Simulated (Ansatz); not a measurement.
# GeN (quartet): from Hartree-Fock to the top rungs, cc-pVDZ

The task here is to estimate one member of a computed series from the others.

Program: Ansatz 0.2.0, Gaussian basis. Level of theory: cc-pVDZ, core rule «outside noble gas», up to 15 orbitals frozen. These are calculated values, not measurements.

Plan: UHF; CCSD(T) on ROHF; CCSD(T) on UHF; BCCD(T) on ROHF; CISD; CCSDT(Q) on ROHF; CCSDT(Q) on UHF; CISDTQ; CCSDTQ on ROHF; CCSDTQ on UHF; CASSCF and MRCISD+Q, 9 electrons in 8 orbitals; CASSCF and NEVPT2, 9 electrons in 8 orbitals; Full CI; Full CI in the symmetry of the determinant.

3 further runs of the same task are left out: 3 set aside as unsound or not needed.

## The geometry

The geometry is a PBE0/def2-TZVP stationary point (not a proven minimum). No spin-orbit coupling is included. The filled d shell of Ge may be among the frozen orbitals whatever the setting's name suggests; the logs give the count.

2 atoms, charge 0, spin multiplicity 4.

Atoms are counted from 1 here; the program's logs count them from 0.

Bond lengths: Ge1–N2 2.003 Å.

The first run:

in.yaml reads:

```yaml
crystal:
  periodic: [false, false, false]
  atoms:
    - {symbol: Ge, position_ang: [0.000000, 0.000000, 0.000000]}
    - {symbol: N, position_ang: [0.000000, 0.000000, 2.003100]}
basis:
  gaussian: {orbitals: cc-pVDZ}
magnetization: {spin_polarized: true, initial_magnetization: 3}
hamiltonian: {xc: hf}
output: {orbitals: {seedname: orbitals}}
```

Command:

```bash
$ ansatz run in.yaml --threads 1 --pin off --events-out ev --progress --plain --max-ram 4160MiB --backend cpu
```

Among the steps run: UHF; CCSD(T) on ROHF; CCSD(T) on UHF; BCCD(T) on ROHF; CISD; CCSDT(Q) on ROHF; CCSDT(Q) on UHF; CISDTQ; CCSDTQ on ROHF; CCSDTQ on UHF; CASSCF and MRCISD+Q, 9 electrons in 8 orbitals; CASSCF and NEVPT2, 9 electrons in 8 orbitals; Full CI; Full CI in the symmetry of the determinant.

One table of the session follows, with a row left open; its other results are not shown here.

| method | from FCI (meV) |
| --- | --- |
| ROHF | +5301.9 |
| UHF | +5020.1 |
| RMP2 | +1053.3 |
| UMP2 | +1073.0 |
| RCCSD | +173.8 |
| UCCSD | +165.5 |
| RCCSD(T) | +46.1 |
| UCCSD(T) | +42.8 |
| BCCD(T) | +47.7 |
| RCCSDT | +12.6 |
| UCCSDT | +8.2 |
| RCCSDT(Q) | +2.7 |
| UCCSDT(Q) | -2.4 |
| RCCSDTQ | ? |
| UCCSDTQ | -2.7 |
| FCI | 0 |

**Question.** Estimate the row for RCCSDTQ.

The run gave: from FCI (meV): +1.5. In the column «from FCI (meV)» it lies between FCI (0) and RCCSDT(Q) (+2.7).

To keep in mind: Left out of the table: CASSCF valence, NEVPT2 valence, MRCISD valence, MRCISD+Q valence (the active space lost an orbital or holds another state than full CI finds). UCCSDT(Q), UCCSDTQ fall below full CI: unrestricted runs freeze a spin-polarised core, another one than full CI's, and coupled cluster isn't variational. Levels on UHF freeze UHF's core orbitals, full CI those of ROHF, so the U rows can settle a little off it for that reason alone. Restricted and unrestricted rows rest on different reference determinants; where their highest levels disagree by more than a few hundredths of an eV, they describe different states and don't form one ladder.
